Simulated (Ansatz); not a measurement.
# GdSe: the cost of one run

All numbers are computed with Ansatz 0.2.0, driven from Python. Level of theory: DFT PBEsol, plane waves, PAW.

### 1 The structure

The structure is cubic, space group Fm-3m (No. 225). Conventional cell: a = 5.771 Å, b = 5.771 Å, c = 5.771 Å, α = 90.00°, β = 90.00°, γ = 90.00°. Around Gd (site symmetry m-3m) lie 6 Se at 2.89 Å. Se (site symmetry m-3m) is surrounded by 6 Gd at 2.89 Å.

The script holds or builds the structure itself.

### 2 Script

The input, kconv.py:

```python
"""Convergence of GdSe with the k-point mesh."""

import ansatz as az
import pandas as pd

ECUT = 420
FUNCTIONAL = "pbesol"
SMEARING = "fermi_dirac"
WIDTH_EV = 0.15

cell = (
    az.Lattice.of((0.0, 2.8855, 2.8855), (2.8855, 0.0, 2.8855), (2.8855, 2.8855, 0.0))
    .atom("Gd", (0.0, 0.0, 0.0))
    .atom("Se", (0.5, 0.5, 0.5))
    .moments(Gd=7)
)

base = (
    cell.calculation()
    .basis(ECUT)  # plane waves up to this kinetic energy
    .functional(FUNCTIONAL)
    .occupations(SMEARING, width=WIDTH_EV)  # the run then minimises F = E - TS
    .spin("collinear")  # spin-polarised run
)

rows = []
for value in [(2, 2, 2), (3, 3, 3), (4, 4, 4), (5, 5, 5), (7, 7, 7), (8, 8, 8)]:
    data = base.kpoints(*value).run(threads=1, backend="cpu").report
    rows.append((value, data["free_energy_ev"] / len(data["lattice"]["sites"]), data["n_iterations"], data["magnetization_mub"], data["n_kpoints"]))

table = pd.DataFrame(rows, columns=["mesh", "F/atom (eV)", "iterations", "moment (muB)", "k-points"])
print(table.round(5).to_string(index=False))

# differences from the last row
for row in rows[:-1]:
    shift = 1000 * (row[1] - rows[-1][1])
    print(f"{row[0]}: {shift:+.2f} meV/atom" + ("  (within 5 meV)" if abs(shift) < 5 else ""))
```

### 3 The calls as engine input

The package turns the script's settings into the engine's input (first run):

```yaml
crystal:
  lattice:
    - [0.0, 2.8855, 2.8855]
    - [2.8855, 0.0, 2.8855]
    - [2.8855, 2.8855, 0.0]
  atoms:
    - { symbol: Gd, position: [0.0, 0.0, 0.0] }
    - { symbol: Se, position: [0.5, 0.5, 0.5] }
basis:
  ecutwfc: 420.0
kpoints:
  mp_grid:
    grid: [2, 2, 2]
hamiltonian:
  xc: pbesol
magnetization:
  spin_polarized: true
  per_species:
    Gd: 7.0
scf:
  occupations:
    method: fermi_dirac
    width: 0.15
```

### 4 Launch

The run is started by

```sh
python kconv.py
```

What time and memory should one allow on 1 thread of Intel Xeon 6975P-C (Granite Rapids), shared host?

About 12 s, with a peak of 0.55 GiB.
